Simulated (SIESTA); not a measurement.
MoWSe4 under changes of volume

One of the cells (36.932 Å³/atom); the others are scaled copies at fixed shape and fractional positions:

```xyz
6
Lattice="2.8934 -1.6708 0.0000 2.8934 1.6708 0.0000 -0.0051 0.0000 22.9176" Properties=species:S:1:pos:R:3 pbc="T T T"
W     3.8618    0.0000    3.4519
Mo    1.9228    0.0000   10.3419
Se    3.8517    0.0000    8.6762
Se    1.9322    0.0000    5.1257
Se    1.9326    0.0000    1.7789
Se    3.8517    0.0000   12.0054
```

* Program: SIESTA 5.4.2
* Functional: PBEsol
* Potentials or basis: PseudoDojo 0.4 standard (PBEsol files)
* Basis: DZP (energy shift 0.003 Ry; two zetas on semicore shells)
* Grid cutoff: 800 Ry
* Energy shift: 0.003 Ry
* k mesh: 9 × 9 × 2
* Occupations: fermi-dirac, width 0.05 eV
* Spin: no spin polarisation

```csv
volume (Å³/atom),energy over the lowest point (meV/atom),gap on the mesh (eV),largest force (eV/Å)
34.035,53.01,1.26,1.983
34.759,27.48,1.23,1.540
35.483,?,?,?
36.932,0.00,1.15,0.415
37.656,4.74,1.13,0.095
38.380,15.15,1.10,0.277
```

Q: What does the run at 35.483 Å³/atom give?

A: Energy over the lowest point 10.71 meV/atom; gap on the mesh 1.20 eV; largest force 1.135 eV/Å.

Worked out: A Birch-Murnaghan fit of order 3 (a polynomial in V^(-2/3)) to the other rows has its minimum at 36.76 Å³/atom with B0 = V·E''(V) = 74 GPa and B' = 4.2 at fixed shape and positions, which overstates the stiffness. It gives 10.68 meV/atom at 35.483 Å³/atom, against the run's 10.71. A straight line through the other rows of the gap, of slope -1.31 eV per unit of ln V, gives 1.20 eV, against the run's 1.20.

Energies are extrapolated to zero smearing.

Caveats: short orbitals over semicore shells can move pressures by several GPa; spin-orbit coupling is left out, which moves the levels of the heavy elements; the basis of atomic orbitals isn't converged, which shifts pressures, moduli and gaps.

A mesh can miss the band edges.
